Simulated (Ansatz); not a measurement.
# ClFH₄HfN₂: a ladder of functionals and wavefunction methods

An exercise on one series of results from a longer session: the logs are not shown, and one member is left open.

Program: Ansatz 0.2.0, Gaussian basis. Level of theory: functionals in def2-TZVPP, the program's frozen cores in correlated methods. These are calculated values, not measurements.

Levels to be run: LDA (SPW92), PBE-D4, revPBE-D4, BLYP-D4, r2SCAN-D4, B97M-V, PBE0-D4, B3LYP-D4, r2SCANh-D4, r2SCAN0-D4, HSE06-D4, BHLYP-D4, CAM-B3LYP-D4, LC-ωPBE, ωB97X-V, ωB97M-V, B2PLYP, PBE-QIDH; CCSD(T)/def2-SVP; CCSD(T)/def2-TZVPP; MP2/def2-QZVPP; extrapolation to the limit; RPA on PBE.

### The geometry

All runs share one geometry, relaxed beforehand with PBE0-D4 in a triple-zeta def2 set. Hf takes the def2 core potential; no spin-orbit term is included.

SMILES `[NH2][Hf]([NH2])([F])[Cl]`, 9 atoms, charge 0, spin multiplicity 1.

Atoms are counted from 1 here; the program's logs count them from 0.

Bond lengths: N1–Hf2 2.016 Å, N1–H6 1.011 Å, N1–H7 1.011 Å, Hf2–N3 2.021 Å, Hf2–F4 1.910 Å, Hf2–Cl5 2.372 Å, N3–H8 1.010 Å, N3–H9 1.011 Å. Angles: Hf2–N1–H6 126.2°, Hf2–N1–H7 124.9°, H6–N1–H7 108.7°, N1–Hf2–N3 106.0°, N1–Hf2–F4 109.9°, N1–Hf2–Cl5 110.7°, N3–Hf2–F4 109.0°, N3–Hf2–Cl5 109.3°, F4–Hf2–Cl5 111.8°, Hf2–N3–H8 125.9°, Hf2–N3–H9 125.2°, H8–N3–H9 108.9°.

The first run:

in.yaml

```yaml
crystal:
  periodic: [false, false, false]
  atoms:
    - {symbol: N, position_ang: [1.064993, 1.300011, -0.217226]}
    - {symbol: Hf, position_ang: [-0.305785, -0.125166, -0.609137]}
    - {symbol: N, position_ang: [-0.493851, -1.198467, 1.092664]}
    - {symbol: F, position_ang: [0.325351, -1.271078, -2.001179]}
    - {symbol: Cl, position_ang: [-2.397948, 0.850725, -1.154189]}
    - {symbol: H, position_ang: [2.029238, 1.299904, -0.520579]}
    - {symbol: H, position_ang: [0.869498, 2.179183, 0.242934]}
    - {symbol: H, position_ang: [-0.033420, -1.004160, 1.969815]}
    - {symbol: H, position_ang: [-1.058077, -2.030932, 1.196886]}
basis:
  gaussian: {orbitals: def2-TZVPP}
hamiltonian: {xc: lda}
output: {orbitals: {seedname: orbitals}}
```

On the command line:

```sh
> ansatz run in.yaml --threads 4 --pin off --events-out ev --progress --plain --max-ram 10444MiB
```

Among the steps run: LDA; PBE-D4 (GGA); revPBE-D4 (GGA); BLYP-D4 (GGA); r2SCAN-D4 (meta-GGA); B97M-V (meta-GGA); PBE0-D4 (hybrid); B3LYP-D4 (hybrid); r2SCANh-D4 (hybrid); r2SCAN0-D4 (hybrid); HSE06-D4 (hybrid); BHLYP-D4 (hybrid); CAM-B3LYP-D4 (range-separated); LC-ωPBE (range-separated); ωB97X-V (range-separated); ωB97M-V (range-separated); B2PLYP (double hybrid); PBE-QIDH (double hybrid).

One table of the session follows, with a row left open; its other results are not shown here.

It belongs to the step «Orbital energies across the functionals». 

```
  functional  HOMO (eV)  gap (eV)
 LDA (SPW92)      -6.46      4.86
      PBE-D4      -6.25      4.94
   revPBE-D4      -6.17      4.98
     BLYP-D4      -6.11      4.91
   r2SCAN-D4      -6.56      5.49
      B97M-V      -6.59      5.54
     PBE0-D4      -7.67      7.26
    B3LYP-D4      -7.41      6.75
  r2SCANh-D4      -7.09      6.34
  r2SCAN0-D4          ?         ?
    HSE06-D4      -7.26      6.47
    BHLYP-D4      -8.97      9.22
CAM-B3LYP-D4      -9.10      9.50
     LC-ωPBE     -10.53     12.12
     ωB97X-V     -10.13     11.51
     ωB97M-V     -10.02     10.94
```

Q: Estimate the row for r2SCAN0-D4 from the others.

Worked estimate for «HOMO (eV)». Against the share of exact exchange, r2SCAN-D4 (0, -6.56), r2SCANh-D4 (0.1, -7.09) give a slope of -5.30 per unit share; at 0.25 the line stands at -7.88.

As computed: HOMO (eV): -7.89; gap (eV): 7.63. In «HOMO (eV)» the line misses by +0.01.
